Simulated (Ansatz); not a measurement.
This script for Ansatz's Python interface starts 3 runs on CaCd2Au4, space group I4/mmm. What input does the engine get in each?

`cacd2au4_edit.py`
```python
"""Editing single keys of the input for CaCd2Au4."""

import warnings

import ansatz as az

FUNCTIONAL = "PBEsol"
KMESH = (6, 6, 6)
OCCUPATIONS = "Gaussian"
WIDTH_EV = 0.1

warnings.simplefilter("ignore", az.DeckWarning)

structure = (
    az.Lattice.of((-3.586042, 3.586042, 2.776224), (3.586042, -3.586042, 2.776224), (3.586042, 3.586042, -2.776224))
    .atom("Ca", (0.0, 0.0, 0.0))
    .atom("Cd", (0.25, 0.75, 0.5))
    .atom("Cd", (0.75, 0.25, 0.5))
    .atom("Au", (0.303654, 0.303654, 0.607308))
    .atom("Au", (0.696346, 0.696346, 0.392692))
    .atom("Au", (0.696346, 0.303654, 0.0))
    .atom("Au", (0.303654, 0.696346, 0.0))
)

model = (
    structure.calculation()
    .functional(FUNCTIONAL)
    .kpoints(*KMESH)
    .occupations(OCCUPATIONS, width=WIDTH_EV)
    .band_table()
)
typed = model.input()
rows = []
for value in [0.0001, 1e-06, 1e-08]:
    edited = typed.set(az.key.scf.convergence.dr2_threshold, value)
    rep = az.Session.from_dict(edited).plan().execute().report
    rows.append((value, rep["free_energy_ev"], rep["n_iterations"], len(rep["eigenvalues_ev"][0]) if "eigenvalues_ev" in rep else 0))
for row in rows:
    print("; ".join(f"{name} = {round(v, 4) if isinstance(v, float) else v}" for name, v in zip(["threshold eV", "F eV", "iterations", "bands listed"], row)))
print(edited.to_yaml())
```

Run 1:
```yaml
crystal:
  lattice:
    - [-3.586042, 3.586042, 2.776224]
    - [3.586042, -3.586042, 2.776224]
    - [3.586042, 3.586042, -2.776224]
  atoms:
    - { symbol: Ca, position: [0.0, 0.0, 0.0] }
    - { symbol: Cd, position: [0.25, 0.75, 0.5] }
    - { symbol: Cd, position: [0.75, 0.25, 0.5] }
    - { symbol: Au, position: [0.303654, 0.303654, 0.607308] }
    - { symbol: Au, position: [0.696346, 0.696346, 0.392692] }
    - { symbol: Au, position: [0.696346, 0.303654, 0.0] }
    - { symbol: Au, position: [0.303654, 0.696346, 0.0] }
kpoints:
  mp_grid:
    grid: [6, 6, 6]
hamiltonian:
  xc: pbesol
scf:
  occupations:
    method: gaussian
    width: 0.1
  convergence:
    dr2_threshold: 0.0001
output:
  eigenvalues: true
```

Run 2, against run 1:
```diff
-    dr2_threshold: 0.0001
+    dr2_threshold: 1.0e-06
```

Run 3, against run 1:
```diff
-    dr2_threshold: 0.0001
+    dr2_threshold: 1.0e-08
```

`python cacd2au4_edit.py` gives:
```text
threshold eV = 0.0001; F eV = -70193.339; iterations = 6; bands listed = 76
threshold eV = 0.0; F eV = -70193.339; iterations = 7; bands listed = 76
threshold eV = 0.0; F eV = -70193.339; iterations = 9; bands listed = 76
crystal:
  lattice:
    - [-3.586042, 3.586042, 2.776224]
    - [3.586042, -3.586042, 2.776224]
    - [3.586042, 3.586042, -2.776224]
  atoms:
    - { symbol: Ca, position: [0.0, 0.0, 0.0] }
    - { symbol: Cd, position: [0.25, 0.75, 0.5] }
    - { symbol: Cd, position: [0.75, 0.25, 0.5] }
    - { symbol: Au, position: [0.303654, 0.303654, 0.607308] }
    - { symbol: Au, position: [0.696346, 0.696346, 0.392692] }
    - { symbol: Au, position: [0.696346, 0.303654, 0.0] }
    - { symbol: Au, position: [0.303654, 0.696346, 0.0] }
kpoints:
  mp_grid:
    grid: [6, 6, 6]
hamiltonian:
  xc: pbesol
scf:
  occupations:
    method: gaussian
    width: 0.1
  convergence:
    dr2_threshold: 1.0e-08
output:
  eigenvalues: true
```

Notes:
- Absolute energies stand on the zero of these potentials, so only differences at equal settings mean something. A total without «per atom» is that of the whole cell that was run.
- For a metal this k-point mesh is coarse: on a finer one energies can move by several to tens of meV an atom and pressures by half a GPa or more, differences at one mesh by less.
- Spin-orbit coupling, which matters for elements this heavy, is left out.
- The structure comes from a database of computed cells and needn't be a stable or known phase.
- The whole script took 98 s on 1 thread of Arm Neoverse N1 (shared host), peak memory 0.59 GiB.
